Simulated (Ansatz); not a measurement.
# C₂H₄AlF: a ladder of functionals and wavefunction methods

An exercise on one series of results from a longer session: the logs are not shown, and one member is left open.

Method: functionals in def2-TZVPP, the program's frozen cores in correlated methods; program: Ansatz 0.2.0, Gaussian basis.

Plan: LDA (SPW92), PBE-D4, revPBE-D4, BLYP-D4, r2SCAN-D4, B97M-V, PBE0-D4, B3LYP-D4, r2SCANh-D4, r2SCAN0-D4, HSE06-D4, BHLYP-D4, CAM-B3LYP-D4, LC-ωPBE, ωB97X-V, ωB97M-V, B2PLYP, PBE-QIDH; CCSD(T)/def2-SVP; CCSD(T)/def2-TZVPP; MP2/def2-QZVPP; extrapolation to the limit; RPA on PBE.

## The geometry

The geometry comes from an earlier relaxation with PBE0-D4 in a triple-zeta def2 set; it is a stationary point, not always the lowest conformer.

SMILES `F/C=[CH]/[AlH2]`, 8 atoms, charge 0, spin multiplicity 1.

Atoms are counted from 1 here; the program's logs count them from 0.

Bond lengths: F1–C2 1.337 Å, C2–C3 1.327 Å, C2–H5 1.087 Å, C3–Al4 1.927 Å, C3–H6 1.088 Å, Al4–H7 1.587 Å, Al4–H8 1.584 Å. Angles: F1–C2–C3 123.5°, F1–C2–H5 110.5°, C3–C2–H5 126.0°, C2–C3–Al4 118.2°, C2–C3–H6 116.4°, Al4–C3–H6 125.4°, C3–Al4–H7 117.0°, C3–Al4–H8 121.1°, H7–Al4–H8 122.0°.

Set-up of the first run:

Input file in.yaml:

```yaml
crystal:
  periodic: [false, false, false]
  atoms:
    - {symbol: F, position_ang: [-0.465612, 2.531371, 0.114000]}
    - {symbol: C, position_ang: [-0.140943, 1.282878, -0.238823]}
    - {symbol: C, position_ang: [-0.214132, 0.246559, 0.585996]}
    - {symbol: Al, position_ang: [0.291762, -1.488316, -0.083734]}
    - {symbol: H, position_ang: [0.182607, 1.251481, -1.276284]}
    - {symbol: H, position_ang: [-0.560213, 0.455943, 1.596260]}
    - {symbol: H, position_ang: [0.768774, -1.565111, -1.595499]}
    - {symbol: H, position_ang: [0.229958, -2.771905, 0.842284]}
basis:
  gaussian: {orbitals: def2-TZVPP}
hamiltonian: {xc: lda}
output: {orbitals: {seedname: orbitals}}
```

On the command line:

```console
$ ansatz run in.yaml --threads 2 --pin off --events-out ev --progress --plain --max-ram 4352MiB
```

Among the steps run: LDA; PBE-D4 (GGA); revPBE-D4 (GGA); BLYP-D4 (GGA); r2SCAN-D4 (meta-GGA); B97M-V (meta-GGA); PBE0-D4 (hybrid); B3LYP-D4 (hybrid); r2SCANh-D4 (hybrid); r2SCAN0-D4 (hybrid); HSE06-D4 (hybrid); BHLYP-D4 (hybrid); CAM-B3LYP-D4 (range-separated); LC-ωPBE (range-separated); ωB97X-V (range-separated); ωB97M-V (range-separated); B2PLYP (double hybrid); PBE-QIDH (double hybrid).

One table of the session follows, with a row left open; its other results are not shown here.

It belongs to the step «Frontier levels by functional». 

```
  functional  HOMO (eV)  LUMO (eV)  gap (eV)
 LDA (SPW92)      -7.05      -2.71      4.34
      PBE-D4      -6.84      -2.46      4.39
   revPBE-D4          ?          ?         ?
     BLYP-D4      -6.68      -2.34      4.33
   r2SCAN-D4      -7.07      -2.19      4.88
      B97M-V      -7.11      -2.35      4.76
     PBE0-D4      -8.01      -1.67      6.34
    B3LYP-D4      -7.77      -1.89      5.89
  r2SCANh-D4      -7.51      -1.91      5.60
  r2SCAN0-D4      -8.17      -1.51      6.66
    HSE06-D4      -7.61      -2.04      5.57
    BHLYP-D4      -9.02      -0.88      8.14
CAM-B3LYP-D4      -9.33      -0.74      8.59
     LC-ωPBE     -10.71       0.36     11.06
     ωB97X-V     -10.32       0.26     10.59
     ωB97M-V     -10.24       0.02     10.26
```

Q: Estimate the row for revPBE-D4 from the others.

**Answer.** HOMO (eV): -6.77; LUMO (eV): -2.35; gap (eV): 4.42. In the column «HOMO (eV)» it lies between PBE-D4 (-6.84) and BLYP-D4 (-6.68).
